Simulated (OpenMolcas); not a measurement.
# Tc²⁺ among point charges: CASSCF and CASPT2 levels and susceptibility

How does a field of 6 point charges split the states of Tc²⁺, and what χT follows?

Method: state-averaged CASSCF and CASPT2, spin-orbit coupling by RASSI with atomic mean-field integrals. Code: OpenMolcas 26.06.

**1. The system**

- Species: Tc²⁺ (technetium, Z = 43, 41 electrons)
- Basis: ANO-RCC-VDZP [6s5p3d1f], 43 functions
- Scalar Hamiltonian: DKH2, point nucleus
- Inactive shells: 1s 2s 2p 3s 3p 3d 4s 4p
- Active space: 5 electrons in 5 orbitals (4d)
- Some configurations of this space: 4d5
- Orbitals: optimised for each spin and parity, averaged over all roots

The outer shells:

4d5
```
4d [↑ ][↑ ][↑ ][↑ ][↑ ]
```

The ion sits among 6 point charges of -0.8 e arranged as an octahedron (Oh), 1.91 Å from the ion.

Each step is its own input file, run in one work folder so that later steps find the files of earlier ones. Labels, J, g values, rates, χT and fits are worked out afterwards by a script from the matrices that RASSI stores. The input lists half of the charges; inversion (Group=XYZ) makes the rest.

**2. GATEWAY and SEWARD: basis and integrals**

a.inp

```
&GATEWAY
Coord
1

Tc 0.0 0.0 0.0
Basis=ANO-RCC-VDZP
Group=XYZ
NoMove
AngMom=0.0 0.0 0.0
AMFI
XField
3 Angstrom 0
1.910000 0.000000 0.000000 -0.800000
0.000000 1.910000 0.000000 -0.800000
0.000000 0.000000 1.910000 -0.800000
&SEWARD
```

On the command line:

```
> OMP_NUM_THREADS=1 MOLCAS_MEM=1689 MOLCAS_PROJECT=a pymolcas a.inp > a.log
```

**3. CASSCF: sextets of even parity, 1 root**

a.inp

```
&RASSCF
FileOrb=start.orb
Symmetry=1
Spin=6
nActEl=5 0 0
Inactive=9 9
Ras2=5 0
CIRoot=1 1 1
SDav=1
CIMx=300
Iter=120 100
PrWF=0.3
OrbListing=Nothing
MaxOrb=0
>>> COPY $Project.JobIph JOB001
```

start.orb holds the contracted functions of the basis, ordered by shell, or the orbitals of the step before.

**4. CASSCF: quartets of even parity, 24 roots**

a.inp

```
&RASSCF
FileOrb=start.orb
Symmetry=1
Spin=4
nActEl=5 0 0
Inactive=9 9
Ras2=5 0
CIRoot=24 24 1
SDav=24
CIMx=300
Iter=120 100
PrWF=0.3
OrbListing=Nothing
MaxOrb=0
>>> COPY $Project.JobIph JOB002
```

**5. Reference wave functions, doublets of even parity, 75 roots**

a.inp

```
&RASSCF
FileOrb=start.orb
Symmetry=1
Spin=2
nActEl=5 0 0
Inactive=9 9
Ras2=5 0
CIRoot=75 75 1
SDav=75
CIMx=300
Iter=120 100
PrWF=0.3
OrbListing=Nothing
MaxOrb=0
>>> COPY $Project.JobIph JOB003
```

**6. RASSI: spin-orbit coupling between the states**

a.inp

```
&RASSI
NrOfJobIphs=3 1 24 75
1
1 2 3 4 5 6 7 8 9 10 11 12 13 14 15 16 17 18 19 20 21 22 23 24
1 2 3 4 5 6 7 8 9 10 11 12 13 14 15 16 17 18 19 20 21 22 23 24 25 26 27
28 29 30 31 32 33 34 35 36 37 38 39 40 41 42 43 44 45 46 47 48 49 50 51
52 53 54 55 56 57 58 59 60 61 62 63 64 65 66 67 68 69 70 71 72 73 74 75
IphNames
JOB001
JOB002
JOB003
EJob
SpinOrbit
DIPRint=1.0
SOCoupling=1000.0
Subsets=2
Property=9
'ANGMOM' 1 'ANGMOM' 2 'ANGMOM' 3 'MLTPL  1' 1 'MLTPL  1' 2 'MLTPL  1' 3
'AMFI' 1 'AMFI' 2 'AMFI' 3
SOProperty=3
'ANGMOM' 1 'ANGMOM' 2 'ANGMOM' 3
```

**7. CASPT2: IPEA 0.25, imaginary shift 0.1 (closed shells correlated: 4s 4p)**

a.inp

```
>>> COPY JOB001 $Project.JobIph
&CASPT2
Multistate=1 1
Frozen=8 6
IPEA=0.25
Imaginary=0.1
MaxIter=60
WThr=0.0 0.3 0.05
PrWF=0.5
NoMix
>>> COPY JOB002 $Project.JobIph
&CASPT2
Multistate=24 1 2 3 4 5 6 7 8 9 10 11 12 13 14 15 16 17 18 19 20 21 22
23 24
NoMult
Frozen=8 6
IPEA=0.25
Imaginary=0.1
MaxIter=60
WThr=0.0 0.3 0.05
PrWF=0.5
NoMix
>>> COPY JOB003 $Project.JobIph
&CASPT2
Multistate=75 1 2 3 4 5 6 7 8 9 10 11 12 13 14 15 16 17 18 19 20 21 22
23 24 25 26 27 28 29 30 31 32 33 34 35 36 37 38 39 40 41 42 43 44 45 46
47 48 49 50 51 52 53 54 55 56 57 58 59 60 61 62 63 64 65 66 67 68 69 70
71 72 73 74 75
NoMult
Frozen=8 6
IPEA=0.25
Imaginary=0.1
MaxIter=60
WThr=0.0 0.3 0.05
PrWF=0.5
NoMix
```

(Steps that only read results are left out.)

What does the calculation give? Wanted: spin-free ground state; lowest level; next level.

The runs gave:

| quantity | value |
| --- | --- |
| method | SS-CASPT2, IPEA 0.25, imaginary shift 0.1 (closed shells correlated: 4s 4p) |
| spin-free ground state | 6A1, 1-fold in its orbital part |
| lowest level | 2-fold Γ7, g = 3.33, 3.33, 3.33 |
| next level | 0.2 cm⁻¹ |
| χT at 300 K | 4.37 cm³ K/mol |
| effective moment at 300 K | 5.91 μB |

Cost by method:

| method | time of its own steps | time with the reference |
| --- | --- | --- |
| A. CASSCF | 21 s | 21 s |
| B. SS-CASPT2, IPEA 0.25, imaginary shift 0.1, +4s 4p | 5.3 s | 26 s |

Times are of one thread on a shared host.

In words: The spin-free ground state (6A1) comes to 100 % from free-ion S terms and keeps the highest spin of the shell. χT at 300 K is 4.37, against 4.39 cm³ K/mol for the spin alone, as a half-filled shell (L = 0) has no orbital moment. An active space of the d shell alone favours high spin; real ions in strong fields can be low spin. A ligand-field fit to the states below 45000 cm-1 gives 10Dq = 7601 cm-1, B = 652 cm-1 and C = 2998 cm-1 (C/B = 4.60), with a deviation of 515 cm-1. CASPT2 does not keep the components of a term degenerate, and the means are used. The field of point charges can differ much from that of real complexes. With metal d orbitals alone active, the gaps between spin states are rough; where two lie within a few thousand cm-1, their order is open. This is an electrostatic model: the charges have no orbitals.
